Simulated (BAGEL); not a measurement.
# C2H7BO (SMILES CB(C)O): levels of theory compared

Wanted: a comparison of 4 runs (B3LYP/6-31G*, B3LYP/def2-SVP, PBE0/def2-SVP, RI-MP2/def2-SVP) of C2H7BO. 

Program for the calculation: BAGEL 1.2.2.

**1. The molecule**

C2H7BO has 11 atoms, charge 0, and is taken as a singlet. As SMILES, `CB(C)O`. Geometry: relaxed at GFN2-xTB.

Bond lengths: B1–C2 1.589 Å, B1–C6 1.596 Å, B1–O10 1.339 Å, C2–H3 1.087 Å, C2–H4 1.086 Å, C2–H5 1.088 Å, C6–H7 1.089 Å, C6–H8 1.088 Å, C6–H9 1.087 Å, O10–H11 0.958 Å. Some angles: C2–B1–C6 120.4°, C2–B1–O10 117.3°, C6–B1–O10 122.3°, B1–C2–H3 111.8°, B1–C2–H4 112.2°, B1–C2–H5 110.4°, B1–C6–H7 113.3°, B1–C6–H8 110.4°, B1–C6–H9 111.6°, B1–O10–H11 116.9°.

**2. A single-point energy at B3LYP/6-31G(d) (density fitting with qzvpp-jkfit, spherical functions) (run 1)**

input.json

```json
{ "bagel" : [

{
  "title" : "molecule",
  "basis" : "6-31gs.json",
  "df_basis" : "qzvpp-jkfit",
  "angstrom" : true,
  "geometry" : [
    { "atom" : "B", "xyz" : [   -0.125440,   -0.387460,    0.039630 ] },
    { "atom" : "C", "xyz" : [    1.456280,   -0.334730,   -0.104150 ] },
    { "atom" : "H", "xyz" : [    1.765010,    0.288850,   -0.939650 ] },
    { "atom" : "H", "xyz" : [    1.888220,   -1.321710,   -0.239900 ] },
    { "atom" : "H", "xyz" : [    1.904240,    0.099080,    0.787380 ] },
    { "atom" : "C", "xyz" : [   -0.984830,    0.957000,    0.013150 ] },
    { "atom" : "H", "xyz" : [   -2.034220,    0.803290,    0.260980 ] },
    { "atom" : "H", "xyz" : [   -0.949490,    1.411380,   -0.975170 ] },
    { "atom" : "H", "xyz" : [   -0.588610,    1.698030,    0.702780 ] },
    { "atom" : "O", "xyz" : [   -0.688980,   -1.594020,    0.180280 ] },
    { "atom" : "H", "xyz" : [   -1.642190,   -1.619720,    0.274670 ] }
  ]
},
{
  "title" : "ks",
  "xc_func" : "b3lyp"
},
{
  "title" : "print",
  "file" : "orbitals.molden",
  "orbitals" : true
}

]}
```

The basis set 6-31G* is read from a file made from the Basis Set Exchange's data (not shown).

Started as:

```bash
$ BAGEL_NUM_THREADS=1 BAGEL input.json > input.out
```

Standard output:

```text
* using 1 threads per process

  ===============================================================
  ===============================================================

  *** Geometry ***

  { "atom" : "B", "xyz" : [     -0.237047,     -0.732193,      0.074890 ] },
  { "atom" : "C", "xyz" : [      2.751970,     -0.632548,     -0.196815 ] },
  { "atom" : "H", "xyz" : [      3.335386,      0.545847,     -1.775681 ] },
  { "atom" : "H", "xyz" : [      3.568219,     -2.497670,     -0.453345 ] },
  { "atom" : "H", "xyz" : [      3.598492,      0.187234,      1.487933 ] },
  { "atom" : "C", "xyz" : [     -1.861059,      1.808468,      0.024850 ] },
  { "atom" : "H", "xyz" : [     -3.844119,      1.517998,      0.493181 ] },
  { "atom" : "H", "xyz" : [     -1.794276,      2.667122,     -1.842804 ] },
  { "atom" : "H", "xyz" : [     -1.112312,      3.208812,      1.328062 ] },
  { "atom" : "O", "xyz" : [     -1.301984,     -3.012261,      0.340680 ] },
  { "atom" : "H", "xyz" : [     -3.103289,     -3.060827,      0.519051 ] },

  Number of auxiliary basis functions:      428

  Since a DF basis is specified, we compute 2- and 3-index integrals:
    o Being stored without compression. Storage requirement is 0.017 GB

  Number of basis functions:       70
  Number of electrons      :       32

    * METHOD: MOLECULE                             0.43

  *** Kohn-Sham DFT ***

    * Removing 21312 points whose weight is below 1.00e-10
    * Grid points: 142654

  === Nuclear Repulsion ===
   113.4787862883

       - DIIS with orbital gradients will be used.

  === KS iteration (b3lyp / 6-31gs.json) ===
      0       -150.23428393          0.15090644           0.83
      1       -146.38490764          0.11989889           0.86
      2       -108.84059094          0.27357330           0.81
      3       -150.59308828          0.20792184           0.78
      4       -162.17664317          0.18908742           0.81
      5       -164.01290419          0.18341570           0.82
[... 17 lines of this table left out ...]
     23       -180.56451097          0.00000001           0.84
     24       -180.56451097          0.00000001           0.83
    * SCF iteration converged.

    * Permanent dipole moment:
           (    0.540536,    -0.172294,    -0.040687) a.u.

    * METHOD: KS                                  22.05

    * METHOD: PRINT                                0.01

  ===============================================================
```

Run time: 23 s. Hardware: 1 thread of Intel Xeon at 2.50GHz (Skylake/Cascade Lake), shared host; peak memory 0.45 GiB.

**3. The energy at B3LYP/def2-SVP (density fitting with qzvpp-jkfit) (run 2)**

dft.json

```json
{ "bagel": [

{
  "title": "molecule",
  "basis": "svp",
  "df_basis": "qzvpp-jkfit",
  "angstrom": "true",
  "geometry": [
    { "atom": "B", "xyz": [      -0.125440,      -0.387460,       0.039630 ] },
    { "atom": "C", "xyz": [       1.456280,      -0.334730,      -0.104150 ] },
    { "atom": "H", "xyz": [       1.765010,       0.288850,      -0.939650 ] },
    { "atom": "H", "xyz": [       1.888220,      -1.321710,      -0.239900 ] },
    { "atom": "H", "xyz": [       1.904240,       0.099080,       0.787380 ] },
    { "atom": "C", "xyz": [      -0.984830,       0.957000,       0.013150 ] },
    { "atom": "H", "xyz": [      -2.034220,       0.803290,       0.260980 ] },
    { "atom": "H", "xyz": [      -0.949490,       1.411380,      -0.975170 ] },
    { "atom": "H", "xyz": [      -0.588610,       1.698030,       0.702780 ] },
    { "atom": "O", "xyz": [      -0.688980,      -1.594020,       0.180280 ] },
    { "atom": "H", "xyz": [      -1.642190,      -1.619720,       0.274670 ] }
  ]
},

{ "title": "ks", "xc_func": "b3lyp" },

{ "title": "print", "file": "orbitals.molden", "orbitals": "true" }

]}
```

Started as:

```bash
$ BAGEL_NUM_THREADS=1 BAGEL dft.json > dft.out
```

Standard output:

```text
* using 1 threads per process

  ===============================================================
  ===============================================================

  *** Geometry ***

  { "atom" : "B", "xyz" : [     -0.237047,     -0.732193,      0.074890 ] },
  { "atom" : "C", "xyz" : [      2.751970,     -0.632548,     -0.196815 ] },
  { "atom" : "H", "xyz" : [      3.335386,      0.545847,     -1.775681 ] },
  { "atom" : "H", "xyz" : [      3.568219,     -2.497670,     -0.453345 ] },
  { "atom" : "H", "xyz" : [      3.598492,      0.187234,      1.487933 ] },
  { "atom" : "C", "xyz" : [     -1.861059,      1.808468,      0.024850 ] },
  { "atom" : "H", "xyz" : [     -3.844119,      1.517998,      0.493181 ] },
  { "atom" : "H", "xyz" : [     -1.794276,      2.667122,     -1.842804 ] },
  { "atom" : "H", "xyz" : [     -1.112312,      3.208812,      1.328062 ] },
  { "atom" : "O", "xyz" : [     -1.301984,     -3.012261,      0.340680 ] },
  { "atom" : "H", "xyz" : [     -3.103289,     -3.060827,      0.519051 ] },

  Number of auxiliary basis functions:      428

  Since a DF basis is specified, we compute 2- and 3-index integrals:
    o Being stored without compression. Storage requirement is 0.028 GB

  Number of basis functions:       91
  Number of electrons      :       32

    * METHOD: MOLECULE                             0.56

  *** Kohn-Sham DFT ***

    * Removing 21312 points whose weight is below 1.00e-10
    * Grid points: 142654

  === Nuclear Repulsion ===
   113.4787862883

       - DIIS with orbital gradients will be used.

  === KS iteration (b3lyp / svp) ===
      0       -150.05587899          0.12251167           1.08
      1       -145.40592057          0.11359193           0.93
      2       -112.59987434          0.21666484           0.96
      3       -156.40907534          0.15131831           0.91
      4       -174.76092346          0.10420301           0.95
      5       -173.57498295          0.09137810           1.06
[... 14 lines of this table left out ...]
     20       -180.44314987          0.00000002           1.08
     21       -180.44314987          0.00000001           1.05
    * SCF iteration converged.

    * Permanent dipole moment:
           (    0.542329,    -0.177072,    -0.040321) a.u.

    * METHOD: KS                                  25.48

    * METHOD: PRINT                                0.02

  ===============================================================
```

It took 27 s on 1 thread of Intel Xeon at 2.50GHz (Skylake/Cascade Lake), shared host; peak memory 0.56 GiB.

Run 3 isn't shown in full; the table further down has it.

**4. The energy at RI-MP2/def2-SVP (density fitting with qzvpp-jkfit) (run 4)**

calc.json

```json
{ "bagel": [

{
  "title": "molecule",
  "basis": "svp",
  "df_basis": "qzvpp-jkfit",
  "angstrom": "true",
  "geometry": [
    { "atom": "B", "xyz": [      -0.125440,      -0.387460,       0.039630 ] },
    { "atom": "C", "xyz": [       1.456280,      -0.334730,      -0.104150 ] },
    { "atom": "H", "xyz": [       1.765010,       0.288850,      -0.939650 ] },
    { "atom": "H", "xyz": [       1.888220,      -1.321710,      -0.239900 ] },
    { "atom": "H", "xyz": [       1.904240,       0.099080,       0.787380 ] },
    { "atom": "C", "xyz": [      -0.984830,       0.957000,       0.013150 ] },
    { "atom": "H", "xyz": [      -2.034220,       0.803290,       0.260980 ] },
    { "atom": "H", "xyz": [      -0.949490,       1.411380,      -0.975170 ] },
    { "atom": "H", "xyz": [      -0.588610,       1.698030,       0.702780 ] },
    { "atom": "O", "xyz": [      -0.688980,      -1.594020,       0.180280 ] },
    { "atom": "H", "xyz": [      -1.642190,      -1.619720,       0.274670 ] }
  ]
},

{
  "title": "hf"
},

{
  "title": "mp2",
  "ncore": 4
}

]}
```

Started as:

```bash
$ BAGEL_NUM_THREADS=1 BAGEL calc.json > calc.out
```

Standard output:

```text
* using 1 threads per process

  ===============================================================
  ===============================================================

  *** Geometry ***

  { "atom" : "B", "xyz" : [     -0.237047,     -0.732193,      0.074890 ] },
  { "atom" : "C", "xyz" : [      2.751970,     -0.632548,     -0.196815 ] },
  { "atom" : "H", "xyz" : [      3.335386,      0.545847,     -1.775681 ] },
  { "atom" : "H", "xyz" : [      3.568219,     -2.497670,     -0.453345 ] },
  { "atom" : "H", "xyz" : [      3.598492,      0.187234,      1.487933 ] },
  { "atom" : "C", "xyz" : [     -1.861059,      1.808468,      0.024850 ] },
  { "atom" : "H", "xyz" : [     -3.844119,      1.517998,      0.493181 ] },
  { "atom" : "H", "xyz" : [     -1.794276,      2.667122,     -1.842804 ] },
  { "atom" : "H", "xyz" : [     -1.112312,      3.208812,      1.328062 ] },
  { "atom" : "O", "xyz" : [     -1.301984,     -3.012261,      0.340680 ] },
  { "atom" : "H", "xyz" : [     -3.103289,     -3.060827,      0.519051 ] },

  Number of auxiliary basis functions:      428

  Since a DF basis is specified, we compute 2- and 3-index integrals:
    o Being stored without compression. Storage requirement is 0.028 GB

  Number of basis functions:       91
  Number of electrons      :       32

    * METHOD: MOLECULE                             0.55

  *** RHF ***

  === Nuclear Repulsion ===
   113.4787862883

      * DIIS with orbital gradients will be used.

  === RHF iteration (svp) ===
      0       -179.05414696          0.01980826           0.10
      1       -179.24631159          0.01032018           0.11
      2       -179.29751900          0.00184336           0.11
      3       -179.29956005          0.00071496           0.11
      4       -179.29984306          0.00007352           0.11
      5       -179.29984893          0.00001353           0.10
      6       -179.29984916          0.00000321           0.10
      7       -179.29984917          0.00000106           0.10
      8       -179.29984918          0.00000036           0.10
      9       -179.29984918          0.00000009           0.11
     10       -179.29984918          0.00000004           0.12
     11       -179.29984918          0.00000001           0.10
    * SCF iteration converged.

    * Permanent dipole moment:
           (    0.560846,    -0.249805,    -0.036408) a.u.

    * METHOD: HF                                   1.61

  *** RHF ***

  === Nuclear Repulsion ===
   113.4787862883

      * DIIS with orbital gradients will be used.

  === RHF iteration (svp) ===
      0       -179.29984918          0.00000000           0.10
    * SCF iteration converged.

    * Permanent dipole moment:
           (    0.560846,    -0.249805,    -0.036408) a.u.

  === DF-MP2 calculation ===

    * freezing 4 orbitals
    * 3-index integral transformation done
    * assembly done

      MP2 correlation energy:   -0.5613930712      0.10

      MP2 total energy:       -179.8612422468

    * METHOD: MP2                                  0.37

  ===============================================================
```

Wall time 3.3 s (1 thread of Intel Xeon at 2.50GHz (Skylake/Cascade Lake), shared host).

**5. Overview of the runs**

| run | level | frozen core orbitals | energy (Eh) | dipole moment (D) | HOMO energy (eV) | LUMO energy (eV) | wall time |
| --- | --- | --- | --- | --- | --- | --- | --- |
| 1 | B3LYP/6-31G* (density fitting with qzvpp-jkfit, spherical functions) | – | -180.564511 | 1.45 | -7.67 | 0.99 | 23 s |
| 2 | B3LYP/def2-SVP (density fitting with qzvpp-jkfit) | – | -180.443150 | 1.45 | -7.86 | 0.74 | 27 s |
| 3 | PBE0/def2-SVP (density fitting with qzvpp-jkfit) | – | -180.219792 | 1.46 | -8.11 | 0.96 | 23 s |
| 4 | RI-MP2/def2-SVP (density fitting with qzvpp-jkfit) | 4 | -179.861242 | – | – | – | 3.3 s |

**6. Summary of results**

| quantity | value |
| --- | --- |
| run 4: total energy | -179.86124 Eh |
| run 4: correlation energy (4 core orbitals frozen) | -561.4 mEh |

In words: Over runs 1, 2, 3 the dipole moment (its size) runs from 1.45 D (B3LYP/6-31G*) to 1.46 D (PBE0/def2-SVP). The two ends differ in method and basis. Over runs 1, 2, 3 the HOMO–LUMO gap runs from 8.61 eV (B3LYP/def2-SVP) to 9.07 eV (PBE0/def2-SVP). Totals of different functionals can't be ranked against each other. All runs together took 76 s, the longest 27 s.
